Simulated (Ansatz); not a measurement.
BGeH₅O₂S, SMILES OB(S)[O][GeH3]: vertical energies of changing the electron count, run with Ansatz's Python interface.

Script `ip.py`:
```python
# -*- coding: utf-8 -*-
"""Vertical ionisation energy and electron affinity of BGeH5O2S."""

import ansatz as az
from ase import Atoms


def energy_of(molecule, charge=0, unpaired=0):
    calc = molecule.calculation().basis(gaussian="def2-SVPD").functional("PBE", dispersion="d4")
    if charge:
        calc = calc.charge(charge)
    if unpaired:
        calc = calc.spin("collinear", total=unpaired)
    return calc.run().report["free_energy_ev"]


def main():
    atoms = Atoms(["O", "B", "S", "O", "Ge", "H", "H", "H", "H", "H"], positions=[
        (-1.3055, 0.8764, -1.4284),
        (-0.3098, -0.0662, -1.1827),
        (1.3095, 0.069, -2.0987),
        (-0.4983, -1.1921, -0.3075),
        (-0.0752, -0.6801, 1.3179),
        (-1.2085, 1.6433, -0.7625),
        (1.9312, 0.846, -1.0506),
        (-0.3111, -1.8002, 2.3379),
        (-0.8893, 0.5926, 1.8028),
        (1.4399, -0.3398, 1.3747),
    ])
    geometry = az.Crystal.molecule_from_ase(atoms)

    # delta-SCF style differences, no relaxation
    parent = energy_of(geometry, 0, 0)
    cation = energy_of(geometry, 1, 1)
    print(f"E(N)   = {parent:.5f} eV")
    print(f"E(N-1) = {cation:.5f} eV  (1 unpaired)")
    print(f"vertical ionisation energy {cation - parent:.3f} eV")
    anion = energy_of(geometry, -1, 1)
    print(f"E(N+1) = {anion:.5f} eV  (1 unpaired)")
    print(f"vertical electron affinity {parent - anion:.3f} eV" + ("" if anion < parent else " (unbound in this basis)"))
    print(f"fundamental gap IP - EA = {cation + anion - 2 * parent:.3f} eV")


if __name__ == "__main__":
    main()
```

What does it cost to change the electron count at this fixed geometry?

At this unrelaxed geometry removing an electron costs 9.09 eV and adding one releases 0.02 eV.

The output:

```console
$ python ip.py
E(N)   = -72175.64570 eV
E(N-1) = -72166.56014 eV  (1 unpaired)
vertical ionisation energy 9.086 eV
E(N+1) = -72175.66785 eV  (1 unpaired)
vertical electron affinity 0.022 eV
fundamental gap IP - EA = 9.063 eV
```

Total energies depend on the basis set; only differences at equal settings carry meaning. The geometry is a force-field or estimated start, not a minimum of this method, and the basis set is short of its limit. All parts are taken at fixed geometry, without zero-point energy. At an unrelaxed start these energies can be a whole eV from those at the minimum, and a small affinity can change sign. It ran for 55 s on 1 thread of Arm Neoverse V2, on a shared host, peak memory 0.45 GiB.

(A comment or docstring line of the script was reworded after the run, the code is as it ran; lines on the test bed's own set-up are left out of the output.)
